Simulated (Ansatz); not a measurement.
**ScIn3: stress in a strained cell**

Aim: deform ScIn3 (equal xx and yy strain of -2 %) and compute stress, forces and field gradients with LAPW, PAW and all-electron datasets made for the crystal.

Program: Ansatz 0.2.0. Level of theory: DFT PBEsol, scalar-relativistic. These are calculated values, not measurements.

## Step 1: The system as given

The structure is cubic, space group Pm-3m (No. 221). Conventional cell: a = 4.460 Å, b = 4.460 Å, c = 4.460 Å, α = 90.00°, β = 90.00°, γ = 90.00°. Around Sc (site symmetry m-3m) lie 12 In at 3.15 Å. In (site symmetry 4/mmm) has 4 Sc at 3.15 Å and 8 In at 3.15 Å in its first shell of neighbours.

Coordinates:

```cif
data_structure
_symmetry_space_group_name_H-M 'Pm-3m'
_symmetry_Int_Tables_number 221
_cell_length_a 4.4600
_cell_length_b 4.4600
_cell_length_c 4.4600
_cell_angle_alpha 90.000
_cell_angle_beta 90.000
_cell_angle_gamma 90.000
_cell_volume 88.72
loop_
_atom_site_label
_atom_site_type_symbol
_atom_site_symmetry_multiplicity
_atom_site_Wyckoff_symbol
_atom_site_fract_x
_atom_site_fract_y
_atom_site_fract_z
_atom_site_occupancy
Sc1 Sc 1 a 0.00000 0.00000 0.00000 1
In1 In 3 c 0.00000 0.50000 0.50000 1
```

The file gives the conventional cell by its symmetry; the runs use the cell typed in the input.

Atoms are numbered in the order of the input: Sc1, In2, In3, In4.

## Step 2: The deformed structure

Space group Pm-3m before, P4/mmm after.

## Step 3: Full-potential LAPW

The input, input.yaml:

```yaml
crystal:
  lattice:
    - [4.3708, 0.0, 0.0]
    - [0.0, 4.3708, 0.0]
    - [0.0, 0.0, 4.46]
  atoms:
    - { symbol: Sc, position: [0.0, 0.0, 0.0] }
    - { symbol: In, position: [0.0, 0.5, 0.5] }
    - { symbol: In, position: [0.5, 0.0, 0.5] }
    - { symbol: In, position: [0.5, 0.5, 0.0] }
kpoints:
  mp_grid: { grid: [8, 8, 8] }
  band_path:
    path:
      - [0.0, 0.0, 0.0]
      - [0.0, 0.5, 0.0]
      - [0.5, 0.5, 0.0]
      - [0.0, 0.0, 0.0]
      - [0.0, 0.0, 0.5]
      - [0.0, 0.5, 0.5]
      - [0.5, 0.5, 0.5]
      - [0.0, 0.0, 0.5]
      - [0.0, 0.5, 0.0]
    npoints: 5
scf:
  occupations: { method: fermi_dirac, width: 0.08 }
hamiltonian:
  xc: pbesol
  pseudopotentials: { kind: all_electron, lapw: { basis_error: 0.001 } }
output:
  forces: true
  stress: true
  eigenvalues: true
```

Launch:

```
$ ansatz run input.yaml --threads 1 --pin off --max-ram 4096MiB --backend cpu --events-out ev --progress --plain --runs-dir out
```

## Step 4: Frozen-core PAW

The input, input.yaml:

```yaml
crystal:
  lattice:
    - [4.3708, 0.0, 0.0]
    - [0.0, 4.3708, 0.0]
    - [0.0, 0.0, 4.46]
  atoms:
    - { symbol: Sc, position: [0.0, 0.0, 0.0] }
    - { symbol: In, position: [0.0, 0.5, 0.5] }
    - { symbol: In, position: [0.5, 0.0, 0.5] }
    - { symbol: In, position: [0.5, 0.5, 0.0] }
kpoints:
  mp_grid: { grid: [8, 8, 8] }
scf:
  occupations: { method: fermi_dirac, width: 0.08 }
hamiltonian:
  xc: pbesol
  pseudopotentials: { kind: paw }
output:
  forces: true
  stress: true
  eigenvalues: true
  efg: { contact_densities: true }
  write_density: true
  write_potential: true
  elf: true
  volumetric_format: npy
```

## Step 5: All-electron PAW on datasets made for the crystal

input.yaml, as its differences from that of step 4:

```diff
@@ -16,3 +16,3 @@
   xc: pbesol
-  pseudopotentials: { kind: paw }
+  pseudopotentials: { kind: all_electron, datasets: crystal }
 output:
@@ -22,5 +22 @@
   efg: { contact_densities: true }
-  write_density: true
-  write_potential: true
-  elf: true
-  volumetric_format: npy
```

(Steps that only read results are left out.)

Q: Predict the outcome of this session. Wanted: pressure; largest shear or deviatoric stress.

The runs gave:

| quantity | value |
| --- | --- |
| pressure | LAPW 2.58, PAW 2.56, crystal datasets 2.58 GPa |
| largest shear or deviatoric stress (LAPW) | 0.85 GPa |

What this shows: The largest part of the stress beyond the pressure is 0.85 GPa in size, in the zz component; the atoms are carried along and not relaxed. No run of the undeformed cell stands beside it, so pressure and stress hold what the given cell had before the change, as far as its symmetry allows. PAW: stress within 0.02 GPa of LAPW. Crystal datasets: stress within 0.01 GPa of LAPW.
